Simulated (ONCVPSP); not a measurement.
# An ONCV potential for Al, from input to tests

Aim: build the potential from the settings below, then test how well it stands in for the atom: other configurations, scattering, ghost states and the plane-wave cutoff that it needs.

Program: ONCVPSP 4.0.1. Reference atom: PBE, fully relativistic, spherical and spin-unpolarised. All values are calculated.

## Step 1: Settings

The settings as typed:

- element: aluminium (Al, Z = 13)
- type: optimised norm-conserving Vanderbilt (ONCV)
- frozen core: [He]
- valence charge: 11
- reference configuration: 2s2 2p6 3s2 3p1
- partial waves: 2s+3s: rc 1.10 bohr, ncon 3, nbas 6, qcut 10.3 1/bohr, 2 projectors; 2p+3p: rc 1.05 bohr, ncon 5, nbas 8, qcut 12.4 1/bohr, 2 projectors
- local potential: polynomial inside 0.95 bohr (lpopt 5, dvloc0 0 Ha)
- core correction: not asked for

The outer shells as boxes (Hund's rule for the drawing; the calculation is spin-unpolarised):

```
[He] core
2s [↑↓]
2p [↑↓][↑↓][↑↓]
3s [↑↓]
3p [↑ ][  ][  ]
```

An earlier all-electron run gives the scale for the radii.

All-electron outer shells of the reference configuration (PBE, scalar-relativistic, ld1.x):

```
shell  level (eV)  outermost node (bohr)  outermost maximum (bohr)
   1s    -1511.14                      –                      0.08
   2s     -108.17                   0.16                      0.50
   2p      -69.64                      –                      0.43
   3s       -7.75                   0.80                      2.09
   3p       -2.71                   0.82                      2.64
```

## Step 2: The generation run

Al.dat

```
# ATOM AND REFERENCE CONFIGURATION
# atsym  z   nc   nv     iexc    psfile
  Al 13.00    1    4        4      upf
#
#   n    l    f
    1    0    2.00
    2    0    2.00
    2    1    6.00
    3    0    2.00
    3    1    1.00
#
# PSEUDOPOTENTIAL AND OPTIMIZATION
# lmax
    1
#
#   l,   rc,      ep,       ncon, nbas, qcut
    0    1.10    0.00    3    6   10.30
    1    1.05    0.00    5    8   12.40
#
# LOCAL POTENTIAL
# lloc, lpopt,  rc(5),   dvloc0
    4    5    0.95    0.00
#
# VANDERBILT-KLEINMAN-BYLANDER PROJECTORs
# l, nproj, debl
    0    2    1.60
    1    2    2.80
#
# MODEL CORE CHARGE
# icmod, fcfact, rcfact
    0    0.00    0.00
#
# LOG DERIVATIVE ANALYSIS
# epsh1, epsh2, depsh
   -5.00    5.00    0.04
#
# OUTPUT GRID
# rlmax, drl
    6.00    0.01
#
# TEST CONFIGURATIONS
# ncnf
    4
# nvcnf
#   n    l    f
    4
    2    0    2.00
    2    1    6.00
    3    0    2.00
    3    1    0.00
#
    4
    2    0    2.00
    2    1    6.00
    3    0    1.00
    3    1    0.00
#
    4
    2    0    2.00
    2    1    6.00
    3    0    0.00
    3    1    0.00
#
    4
    2    0    2.00
    2    1    5.00
    3    0    2.00
    3    1    1.00
#
```

On the command line:

```bash
$ oncvpspr.x < Al.dat > Al.out
```

What does the calculation give? Wanted: cutoffs for 1 and 0.1 mHa per electron, occupied waves; bound ghosts; GHOST(+) flags; largest test error; largest phase difference near zero energy, channels read.

**Answer**, as computed:

| quantity | value |
| --- | --- |
| cutoffs for 1 and 0.1 mHa per electron, occupied waves | 72 Ha and 150 Ha |
| bound ghosts | none found |
| GHOST(+) flags | none at low energy |
| largest test error (AE − PS) | +351 meV, for 2s2 2p5 3s2 3p1 (1 test unsolved) |
| largest phase difference near zero energy, channels read | 0.000 rad |

**Reading.** The worst unpolarised test, 2s2 2p5 3s2 3p1, is off by 351 meV on 82.8 eV; by total energies transferability rates as poor. That test lies far up in energy; among those under 40 eV, nearer to bonding, the largest error is 0.5 meV. Of the tests 1 gave no usable energy difference, which is a warning in itself. By its cutoff, 72 Ha for the looser tolerance, it is very hard. At the looser tolerance the 2p wave is the slowest; 3p needs 61 Ha. The program's ghost test flags no bound state. Near zero energy the phases of the channels with partial waves agree within 0.001 rad. All of this concerns the isolated atom, not yet a solid.
